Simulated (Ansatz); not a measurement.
**ClFHInS (SMILES [F][In]([SH])[Cl]): single points off equilibrium**

One table from this session's results is given with a row withheld; the runs are named, their logs left out.

Program: Ansatz 0.2.0, Gaussian basis. Level of theory: single points in def2-TZVPP. These are calculated values, not measurements.

Cores are frozen in the correlated methods. Filled d shells of the heavier atoms are correlated. Core potentials replace the inner electrons past krypton, and spin-orbit coupling is left out. B3LYP uses VWN-RPA correlation.

## The system as given

SMILES `[F][In]([SH])[Cl]`, 5 atoms, charge 0, spin multiplicity 1.

Atoms are counted from 1 here; the program's logs count them from 0.

Bond lengths: F1–In2 1.964 Å, In2–S3 2.625 Å, In2–Cl4 2.295 Å, S3–H5 1.332 Å. Angles: F1–In2–S3 108.1°, F1–In2–Cl4 122.4°, S3–In2–Cl4 129.2°, In2–S3–H5 85.0°.

Geometry (Å):

```mol
ClFHInS
  3D, bonds by distance, orders not assigned

  5  4  0  0  0  0  0  0  0  0999 V2000
   -1.6659   -0.6070    1.4112 F   0  0
   -0.1017   -0.6069    0.2243 In  0  0
    0.9385    1.8034    0.2458 S   0  0
    0.4695   -2.4230   -1.0571 Cl  0  0
    0.3532    1.9395   -0.9428 H   0  0
  1  2  8  0
  2  3  8  0
  2  4  8  0
  3  5  8  0
M  END
```

Set-up of the first run:

Contents of run/in.yaml:

```yaml
crystal:
  periodic: [false, false, false]
  atoms:
    - {symbol: F, position_ang: [-1.665900, -0.607000, 1.411200]}
    - {symbol: In, position_ang: [-0.101700, -0.606900, 0.224300]}
    - {symbol: S, position_ang: [0.938500, 1.803400, 0.245800]}
    - {symbol: Cl, position_ang: [0.469500, -2.423000, -1.057100]}
    - {symbol: H, position_ang: [0.353200, 1.939500, -0.942800]}
basis:
  gaussian: {orbitals: def2-TZVPP}
correlation: {method: ccsd_t}
```

No record of the launch command was kept for these runs.

Steps of the session up to this table: CCSD(T)/def2-TZVPP; PBE0-D4/def2-TZVPP; wB97M-V/def2-TZVPP; r2SCAN-D4/def2-TZVPP; PBE-D4/def2-TZVPP; wB97X-V/def2-TZVPP; B3LYP-D4/def2-TZVPP.

One of the session's tables, all rows but one given; the rest of the session is left out.

| method | RMS force component (eV/Å) | dipole (D) |
| --- | --- | --- |
| PBE0-D4 | ? | ? |
| wB97M-V | 0.804 | 1.65 |
| r2SCAN-D4 | 0.732 | 1.60 |
| PBE-D4 | 0.696 | 1.57 |
| wB97X-V | 0.828 | 1.62 |
| B3LYP-D4 | 0.708 | 1.70 |

Q: Estimate the row for PBE0-D4 from the others.

As computed: RMS force component (eV/Å): 0.759; dipole (D): 1.67. In the column «RMS force component (eV/Å)» it lies between r2SCAN-D4 (0.732) and wB97M-V (0.804).
